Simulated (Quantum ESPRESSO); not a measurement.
# MgI2: equation of state with PBEsol

The system is MgI2.

```xyz
3
Lattice="4.1400 0.0000 0.0000 -2.0700 3.5853 0.0000 0.0000 0.0000 6.8800" Properties=species:S:1:pos:R:3 pbc="T T T"
I     2.0700    1.1951    5.1600
I     0.0000    2.3902    1.7200
Mg    0.0000    0.0000    0.0000
```

```
Program             : Quantum ESPRESSO 7.5
Task                : equation of state
Functional          : PBEsol
Potentials or basis : GBRV 1.5 PBEsol
Cutoff              : 612 eV
Density cutoff      : 4898 eV
k mesh              : 8 × 8 × 4
Occupations         : fermi-dirac, width 0.05 eV
Spin                : no spin polarisation
Mixing beta         : 0.5
Most SCF iterations : 120
SCF threshold       : 6e-10 Ry
```

| Property | Result |
| --- | --- |
| Equilibrium volume | 33.13 Å³/atom |
| Bulk modulus at fixed shape and positions | 32 GPa |
| Pressure derivative of the bulk modulus | 4.5 |

Energy against volume, from the lowest point:
```tsv
volume (Å³/atom)	energy (meV/atom)
31.998	3.92
32.679	0.46
33.360	0.00
34.041	2.22
34.722	6.83
35.402	13.58
36.083	22.25
```

All runs of the series together: 3.4 min on 2 threads of Arm Neoverse V1, with other jobs on the host.

Caveat: the cell was scaled at fixed shape and fractional positions, which overstates the stiffness of a crystal with free parameters, most of all of layers and chains; this functional lacks dispersion, which binds the layers, so the pressure and a relaxed spacing across them are unreliable. The run has no spin-orbit coupling, so splittings on I are missing.
